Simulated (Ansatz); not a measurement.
## Molecular dynamics of Fe

Input file:

```yaml
accuracy: low
crystal:
  lattice:
    - [6.013738, 0.0, 0.0]
    - [0.0, 6.013738, 0.0]
    - [0.0, 0.0, 6.013738]
  atoms:
    - { symbol: Fe, position: [0.0, 0.0, 0.0] }
    - { symbol: Fe, position: [0.5, 0.0, 0.0] }
    - { symbol: Fe, position: [0.0, 0.5, 0.0] }
    - { symbol: Fe, position: [0.0, 0.0, 0.5] }
    - { symbol: Fe, position: [0.25, 0.25, 0.25] }
    - { symbol: Fe, position: [0.5, 0.5, 0.0] }
    - { symbol: Fe, position: [0.5, 0.0, 0.5] }
    - { symbol: Fe, position: [0.75, 0.25, 0.25] }
    - { symbol: Fe, position: [0.0, 0.5, 0.5] }
    - { symbol: Fe, position: [0.25, 0.75, 0.25] }
    - { symbol: Fe, position: [0.25, 0.25, 0.75] }
    - { symbol: Fe, position: [0.5, 0.5, 0.5] }
    - { symbol: Fe, position: [0.75, 0.75, 0.25] }
    - { symbol: Fe, position: [0.75, 0.25, 0.75] }
    - { symbol: Fe, position: [0.25, 0.75, 0.75] }
    - { symbol: Fe, position: [0.75, 0.75, 0.75] }
basis:
  ecutwfc: 420.0
kpoints:
  mp_grid: { grid: [2, 2, 2] }
hamiltonian:
  xc: pbe
scf:
  occupations: { method: fermi_dirac, width: 0.36 }
  lower_state_search: "off"
md:
  timestep: 3.38
  n_steps: 80
  ensemble: nvt_langevin
  temperature: 4200.0
  initial_velocities: maxwell_boltzmann
  seed: 273701
  friction: 0.02
```

Launched with:

```bash
$ ansatz run input.yaml --threads 2 --pin off --max-ram 5120MiB --backend cpu --events-out ev --progress --plain --runs-dir out
```

It starts from a structure without forces on its atoms.

Output, in part (one step line in 3):

```
md step     0: t =     0.00 fs  T =  3937.5 K  F+E_penalty+E_count = -71683.52200125 eV  E_kin = 8.143380 eV  (8 SCF iters)
md step     3: t =    10.14 fs  T =  4210.6 K  F+E_penalty+E_count = -71683.19432271 eV  E_kin = 8.708247 eV  (10 SCF iters)
md step     6: t =    20.28 fs  T =  3466.3 K  F+E_penalty+E_count = -71681.76548641 eV  E_kin = 7.168874 eV  (9 SCF iters)
md step     9: t =    30.42 fs  T =  3046.7 K  F+E_penalty+E_count = -71680.25171537 eV  E_kin = 6.301013 eV  (9 SCF iters)
md step    12: t =    40.56 fs  T =  2320.5 K  F+E_penalty+E_count = -71679.83991828 eV  E_kin = 4.799268 eV  (10 SCF iters)
md step    15: t =    50.70 fs  T =  3157.2 K  F+E_penalty+E_count = -71679.74326539 eV  E_kin = 6.529539 eV  (10 SCF iters)
md step    18: t =    60.84 fs  T =  3940.7 K  F+E_penalty+E_count = -71680.32142797 eV  E_kin = 8.150030 eV  (10 SCF iters)
md step    21: t =    70.98 fs  T =  3842.7 K  F+E_penalty+E_count = -71680.90005438 eV  E_kin = 7.947387 eV  (10 SCF iters)
md step    24: t =    81.12 fs  T =  4266.1 K  F+E_penalty+E_count = -71680.63763616 eV  E_kin = 8.822982 eV  (9 SCF iters)
md step    27: t =    91.26 fs  T =  4015.7 K  F+E_penalty+E_count = -71679.71166684 eV  E_kin = 8.305209 eV  (10 SCF iters)
md step    30: t =   101.40 fs  T =  4375.6 K  F+E_penalty+E_count = -71678.70078943 eV  E_kin = 9.049435 eV  (12 SCF iters)
md step    33: t =   111.54 fs  T =  3872.4 K  F+E_penalty+E_count = -71678.50646907 eV  E_kin = 8.008791 eV  (10 SCF iters)
md step    36: t =   121.68 fs  T =  4676.6 K  F+E_penalty+E_count = -71678.34166478 eV  E_kin = 9.672017 eV  (10 SCF iters)
md step    39: t =   131.82 fs  T =  3350.5 K  F+E_penalty+E_count = -71678.32766235 eV  E_kin = 6.929465 eV  (10 SCF iters)
md step    42: t =   141.96 fs  T =  4394.4 K  F+E_penalty+E_count = -71679.00379539 eV  E_kin = 9.088236 eV  (10 SCF iters)
md step    45: t =   152.10 fs  T =  4568.6 K  F+E_penalty+E_count = -71678.63493351 eV  E_kin = 9.448667 eV  (9 SCF iters)
md step    48: t =   162.24 fs  T =  4200.6 K  F+E_penalty+E_count = -71678.13151641 eV  E_kin = 8.687506 eV  (10 SCF iters)
md step    51: t =   172.38 fs  T =  3533.0 K  F+E_penalty+E_count = -71678.26230034 eV  E_kin = 7.306792 eV  (9 SCF iters)
md step    54: t =   182.52 fs  T =  3740.5 K  F+E_penalty+E_count = -71677.90171654 eV  E_kin = 7.735983 eV  (10 SCF iters)
md step    57: t =   192.66 fs  T =  4554.0 K  F+E_penalty+E_count = -71677.07161699 eV  E_kin = 9.418375 eV  (9 SCF iters)
md step    60: t =   202.80 fs  T =  3947.4 K  F+E_penalty+E_count = -71676.04685651 eV  E_kin = 8.163891 eV  (11 SCF iters)
md step    63: t =   212.94 fs  T =  5296.2 K  F+E_penalty+E_count = -71676.08716168 eV  E_kin = 10.953306 eV  (10 SCF iters)
md step    66: t =   223.08 fs  T =  5515.4 K  F+E_penalty+E_count = -71675.29672785 eV  E_kin = 11.406682 eV  (10 SCF iters)
md step    69: t =   233.22 fs  T =  3646.3 K  F+E_penalty+E_count = -71673.63963121 eV  E_kin = 7.541051 eV  (9 SCF iters)
md step    72: t =   243.36 fs  T =  4533.5 K  F+E_penalty+E_count = -71675.21619675 eV  E_kin = 9.376048 eV  (9 SCF iters)
md step    75: t =   253.50 fs  T =  4945.4 K  F+E_penalty+E_count = -71676.51985961 eV  E_kin = 10.227928 eV  (9 SCF iters)
md step    78: t =   263.64 fs  T =  5637.4 K  F+E_penalty+E_count = -71676.50371472 eV  E_kin = 11.659126 eV  (10 SCF iters)
md step    80: t =   270.40 fs  T =  4648.7 K  F+E_penalty+E_count = -71676.24316072 eV  E_kin = 9.614257 eV  (12 SCF iters)
```

The run went to its last step. A run of 0.27 ps of so small a system gives no equilibrium averages. Spin polarisation was left off. Limits of this set-up: coarse k mesh, magnetic elements without spin, low accuracy level.

Mean squared displacements from the first frame to the last, about the centre of mass: Fe 0.78 Å².

Last frame:

```xyz
16
Lattice="6.0137 0.0000 0.0000 0.0000 6.0137 0.0000 0.0000 0.0000 6.0137" Properties=species:S:1:pos:R:3
Fe -0.731 1.198 0.020
Fe 2.178 0.336 -0.024
Fe 0.540 2.798 0.908
Fe -0.203 1.558 3.219
Fe 1.483 1.453 2.253
Fe 2.619 2.406 0.369
Fe 2.240 0.099 3.662
Fe 3.954 1.108 1.930
Fe -1.037 3.494 3.156
Fe 1.032 4.808 1.474
Fe 1.176 2.397 4.563
Fe 2.445 4.212 2.960
Fe 4.777 3.885 0.879
Fe 3.266 2.091 4.159
Fe 1.163 4.241 4.933
Fe 4.526 5.190 5.128
```

The run took 13 min on 2 threads of Arm Neoverse V2, on a shared host, peak memory 0.99 GiB.
